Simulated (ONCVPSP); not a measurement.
# An ONCV potential for O, from input to tests

Task: generate the file, and judge it by its errors in other configurations, its logarithmic derivatives, its ghosts and its cutoff.

Method: ONCVPSP 4.0.1, PBE, non-relativistic.

## (1) The atom and the settings

The settings as typed:

```
element                 : oxygen (O, Z = 8)
type                    : optimised norm-conserving Vanderbilt (ONCV)
frozen core             : [He]
valence charge          : 6
reference configuration : 2s2 2p2 (charge +2)
partial waves           : 2s: rc 0.85 bohr, ncon 3, nbas 7, qcut 9.7 1/bohr, 2 projectors, debl 0.7 Ha; 2p: rc 1.25 bohr, ncon 3, nbas 7, qcut 9.9 1/bohr, 2 projectors, debl 1.8 Ha; d scattering state at 0.06 Ha: rc 1.30 bohr, ncon 3, nbas 8, qcut 8.2 1/bohr, 2 projectors, debl 2.7 Ha
local potential         : polynomial inside 0.70 bohr (lpopt 4, dvloc0 0 Ha)
core correction         : not asked for
```

## (2) Generation

O.dat

```
# ATOM AND REFERENCE CONFIGURATION
# atsym  z   nc   nv     iexc    psfile
  O 8.00    1    2        4      upf
#
#   n    l    f
    1    0    2.00
    2    0    2.00
    2    1    2.00
#
# PSEUDOPOTENTIAL AND OPTIMIZATION
# lmax
    2
#
#   l,   rc,      ep,       ncon, nbas, qcut
    0    0.85    0.00    3    7    9.70
    1    1.25    0.00    3    7    9.90
    2    1.30    0.06    3    8    8.20
#
# LOCAL POTENTIAL
# lloc, lpopt,  rc(5),   dvloc0
    4    4    0.70    0.00
#
# VANDERBILT-KLEINMAN-BYLANDER PROJECTORs
# l, nproj, debl
    0    2    0.70
    1    2    1.80
    2    2    2.70
#
# MODEL CORE CHARGE
# icmod, fcfact, rcfact
    0    0.00    0.00
#
# LOG DERIVATIVE ANALYSIS
# epsh1, epsh2, depsh
   -4.00    5.00    0.02
#
# OUTPUT GRID
# rlmax, drl
    6.00    0.01
#
# TEST CONFIGURATIONS
# ncnf
    4
# nvcnf
#   n    l    f
    2
    2    0    2.00
    2    1    4.00
#
    2
    2    0    2.00
    2    1    3.00
#
    2
    2    0    2.00
    2    1    1.00
#
    2
    2    0    2.00
    2    1    3.50
#
```

Run with:

```sh
$ oncvpspnr.x < O.dat > O.out
```

**Question.** What will these runs give? Wanted: cutoffs for 1 and 0.1 mHa per electron, occupied waves; bound ghosts; GHOST(+) flags; largest test error; largest phase difference near zero energy, channels read; projector energies reset by the program.

The runs gave:

| quantity | value |
| --- | --- |
| cutoffs for 1 and 0.1 mHa per electron, occupied waves | 39 Ha and 50 Ha |
| bound ghosts | none found |
| GHOST(+) flags | none at low energy |
| largest test error (AE − PS) | +138 meV, for 2s2 2p1 |
| largest phase difference near zero energy, channels read | 0.000 rad |
| projector energies reset by the program | s: -2.142, 0.250 Ha |

What this shows: The worst unpolarised test, 2s2 2p1, is off by 138 meV on 53.9 eV; by total energies transferability rates as fair for so large an energy. That test lies far up in energy; among those under 40 eV, nearer to bonding, the largest error is 55 meV. The potential is hard: the looser tolerance needs 39 Ha. The program's ghost test flags no bound state. Near zero energy the phases of the channels with partial waves agree within 0.001 rad.
